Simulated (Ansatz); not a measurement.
# NiO: the cost of one run

Program: Ansatz 0.2.0. Level of theory: DFT PBE+U, PAW, plane waves, scalar-relativistic; U − J = 6.2 eV on Ni d. These are calculated values, not measurements.

**1. The system as given**

Symmetry: Fm-3m, No. 225, cubic system. Conventional cell: a = 4.190 Å, b = 4.190 Å, c = 4.190 Å, α = 90.00°, β = 90.00°, γ = 90.00°. Ni (site symmetry m-3m) has 6 O at 2.10 Å as nearest neighbours. Around O (site symmetry m-3m) lie 6 Ni at 2.10 Å.

As a file:

```
CELL_PARAMETERS angstrom
4.19006 2.09503 2.09503
2.09503 4.19006 2.09503
2.09503 2.09503 4.19006
ATOMIC_POSITIONS crystal
Ni 0.00000 0.00000 0.00000
Ni 0.50000 0.50000 0.50000
O 0.25000 0.25000 0.25000
O 0.75000 0.75000 0.75000
```

Atoms are counted from 1 in the order of input.yaml (O4 and so on).

Known so far: 8 plain starts ended in 3 states. The lowest came from “opposed moments +-, plain SCF [Ni1 2.00, Ni2 -2.00 μB]”: antiferromagnetic, site moments Ni1 1.67, Ni2 -1.67 μB, total 0.00 μB per cell, a gap of 3.07 eV on the k-mesh, free energy -12809.5803 eV.

Runs to come: parallel moments, default search for lower states; opposed moments +-, default search for lower states; whole orbital fillings typed, symmetry off, plain SCF; the moments typed in its input, symmetry off, plain SCF; the moments typed in its input, standard search for lower states; the moments typed in its input, symmetry off, default search.

A plain SCF has the search for lower states switched off and ends at the first converged state. The default search runs further SCF cycles only where the state itself hints at a lower one. The standard and full searches may also try other magnetic orders and fillings, and need not reach the lowest state. With a search on, the program may also reshape the start on open shells. 

Moments by site are taken inside atomic spheres; the rest lies between them.

**2. Parallel moments, default search for lower states**

Contents of input.yaml:

```yaml
crystal:
  lattice:
    - [4.19006, 2.09503, 2.09503]
    - [2.09503, 4.19006, 2.09503]
    - [2.09503, 2.09503, 4.19006]
  atoms:
    - { symbol: Ni, position: [0.0, 0.0, 0.0], spin: 2.0 }
    - { symbol: Ni, position: [0.5, 0.5, 0.5], spin: 2.0 }
    - { symbol: O, position: [0.25, 0.25, 0.25] }
    - { symbol: O, position: [0.75, 0.75, 0.75] }
magnetization:
  spin_polarized: true
hamiltonian:
  xc: pbe
  pseudopotentials: { kind: paw }
  hubbard: { sites: [{ species: Ni, l: d, u_eff: 6.2 }] }
basis:
  ecutwfc: 420
kpoints:
  mp_grid: { grid: [8, 8, 8] }
scf:
  occupations: { method: fermi_dirac, width: 0.05 }
output:
  forces: true
  stress: true
```

**Question.** How long does this run take on 2 threads of an x86-64 CPU, shared host, and how much memory does it need?

About 9.2 s, with a peak of 0.89 GiB.
